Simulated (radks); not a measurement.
# Tl in [Hg] 6p0.5 7s0.5: an all-electron calculation

Aim: the levels, the sizes of the orbitals and the parts of the energy of neutral thallium.

Program: radks (a radial shooting solver on a logarithmic mesh, Libxc functionals) version 1. Level of theory: Dirac Kohn-Sham, LDA (Slater exchange, Perdew-Wang correlation), spin-unpolarised, spherical densities, finite nucleus; open shells are shared between the two j in proportion to 2j + 1. These are calculated values, not measurements, unless marked.

## (1) What is computed

```
element            : thallium (Z = 81)
charge             : 0
electrons          : 81
configuration      : [Hg] 6p0.5 7s0.5
nuclear rms radius : 5.4759 fm
```

## (2) The run

Settings of this run:

```text
Z 81
configuration [Hg] 6p0.5 7s0.5
relativity Dirac
functional lda,pw
spin unpolarised
j_filling average
nucleus finite rms 5.4759 fm
c 137.035999084
```

Q: Predict the outcome of this run.

**Answer**, as computed:

| quantity | value |
| --- | --- |
| total energy | -20272.4830 hartree |
| exchange-correlation share of it | 1.83 % |
| −T/E | 1.1574 |
| highest occupied level | 7s1/2, -1.203 eV |
| most extended occupied level | 7s1/2, <r> = 8.25 bohr |
| radius at density 0.001 e/bohr³ | 4.34 bohr |
| maxima of the radial density | 4 |

What this shows: 7 principal shells are occupied and 4 maxima appear in the radial density; where shells overlap, one shows as a shoulder or not at all. −T/E is 1.157: with relativity the kinetic term as defined here no longer equals −E. This is not the tabulated ground configuration, so its levels and sizes aren't those of the ground state, and no measured value stands beside it.
